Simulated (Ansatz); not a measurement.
# BrClFGeH: basis-set convergence

The task here is to estimate one member of a computed series from the others.

Program: Ansatz 0.2.0, Gaussian basis. Level of theory: one geometry, several basis sets. These are calculated values, not measurements.

Levels to be run: PBE0-D4/def2-SVP; ωB97M-V/def2-SVP; PBE0-D4/def2-QZVPP; ωB97M-V/def2-QZVPP; the functionals' def2-TZVPP values are taken from earlier runs.

**The relaxed structure**

An earlier PBE0-D4 in a triple-zeta def2 set relaxation fixed the geometry.

SMILES `[F][GeH]([Cl])[Br]`, 5 atoms, charge 0, spin multiplicity 1.

Atoms are counted from 1 here; the program's logs count them from 0.

Bond lengths: F1–Ge2 1.721 Å, Ge2–Cl3 2.120 Å, Ge2–Br4 2.271 Å, Ge2–H5 1.525 Å. Angles: F1–Ge2–Cl3 106.4°, F1–Ge2–Br4 106.9°, F1–Ge2–H5 108.7°, Cl3–Ge2–Br4 110.2°, Cl3–Ge2–H5 111.7°, Br4–Ge2–H5 112.6°.

Set-up of the first run:

Input file in.yaml:

```yaml
crystal:
  periodic: [false, false, false]
  atoms:
    - {symbol: F, position_ang: [-0.769868, -0.305742, 1.511608]}
    - {symbol: Ge, position_ang: [0.068831, 0.099312, 0.064326]}
    - {symbol: Cl, position_ang: [1.458301, -1.465121, -0.279250]}
    - {symbol: Br, position_ang: [-1.474461, 0.157922, -1.600829]}
    - {symbol: H, position_ang: [0.767097, 1.440029, 0.262645]}
basis:
  gaussian: {orbitals: def2-SVP}
hamiltonian: {xc: pbe0, dispersion: d4}
output: {orbitals: {seedname: orbitals}}
```

On the command line:

```bash
$ ansatz run in.yaml --threads 4 --pin off --events-out ev --progress --plain --max-ram 10444MiB
```

Steps of the session up to this table: PBE0-D4 in def2-SVP; ωB97M-V in def2-SVP; PBE0-D4 in def2-QZVPP; ωB97M-V in def2-QZVPP.

One table of the session follows, with a row left open; its other results are not shown here.

It belongs to the step «Functionals by basis». 

```
functional       basis  HOMO (eV)
   PBE0-D4    def2-SVP      -8.98
   PBE0-D4  def2-TZVPP          ?
   PBE0-D4  def2-QZVPP      -9.11
   ωB97M-V    def2-SVP     -11.16
   ωB97M-V  def2-TZVPP     -11.30
   ωB97M-V  def2-QZVPP     -11.33
```

Q: Estimate the row for PBE0-D4, def2-TZVPP from the others.

The run gave: HOMO (eV): -9.09. In the column «HOMO (eV)» it lies between PBE0-D4, def2-QZVPP (-9.11) and PBE0-D4, def2-SVP (-8.98).
